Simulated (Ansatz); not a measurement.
Born–Oppenheimer molecular dynamics of a periodic cell of 16 atoms, C (start crystal C, start structure diamond, volume 1.1 times the crystal's). It starts from a structure without forces on its atoms.

These are results of Ansatz 0.2.0, DFT LDA, scalar-relativistic, plane waves, PAW, not measurements. Settings: accuracy low, cutoff 420 eV, k mesh 4x4x4, fermi-dirac smearing 0.36 eV, no spin polarisation.

```
ensemble        : NVT, Langevin thermostat
time step       : 0.75 fs
steps asked     : 40
set temperature : 4200 K
friction        : 0.005 /fs
seed            : 921068
```

First frame:

```xyz
16
Lattice="0.0000 3.6852 3.6852 3.6852 0.0000 3.6852 3.6852 3.6852 0.0000" Properties=species:S:1:pos:R:3
C 0.000 0.000 0.000
C 0.921 0.921 0.921
C 1.843 1.843 0.000
C 2.764 2.764 0.921
C 1.843 0.000 1.843
C 2.764 0.921 2.764
C 3.685 1.843 1.843
C 4.607 2.764 2.764
C 0.000 1.843 1.843
C 0.921 2.764 2.764
C 1.843 3.685 1.843
C 2.764 4.607 2.764
C 1.843 1.843 3.685
C 2.764 2.764 4.607
C 3.685 3.685 3.685
C 4.607 4.607 4.607
```

(1) What does the run give?

(2) What happens to the structure?

(3) How do temperature and energy run in time?

Answers

(1) All steps were run.

```
steps done                                               : 40
time covered                                             : 30 fs
mean temperature over the second half                    : 2132 K
spread of the potential energy over the second half      : 15.4 meV per atom
mean potential energy of the second half above the start : 290.5 meV per atom
```

The mean temperature of the second half is 49 % below the set value. A run of 0.03 ps of so small a system gives no equilibrium averages. Limits of this set-up: low accuracy level.

(2) Mean squared displacements from the first frame to the last, about the centre of mass: C 0.02 Å². The details hang on the random start.

(3) 
| time (fs) | T (K) | potential energy less start (eV) |
| --- | --- | --- |
| 0.0 | 3938 | 0.000 |
| 1.5 | 3554 | 0.488 |
| 3.0 | 3040 | 1.753 |
| 4.5 | 2127 | 3.340 |
| 6.0 | 1513 | 4.779 |
| 7.5 | 1167 | 5.811 |
| 9.0 | 1030 | 6.290 |
| 10.5 | 1063 | 6.228 |
| 12.0 | 1331 | 5.865 |
| 13.5 | 1573 | 5.467 |
| 15.0 | 1690 | 5.191 |
| 16.5 | 1741 | 5.005 |
| 18.0 | 1987 | 4.834 |
| 19.5 | 2143 | 4.654 |
| 21.0 | 2229 | 4.497 |
| 22.5 | 2374 | 4.346 |
| 24.0 | 2545 | 4.307 |
| 25.5 | 2186 | 4.460 |
| 27.0 | 2178 | 4.614 |
| 28.5 | 2128 | 4.707 |
| 30.0 | 2279 | 4.652 |

Run time: 8.5 min on 1 thread of Arm Neoverse V1 (shared host), peak memory 0.45 GiB.
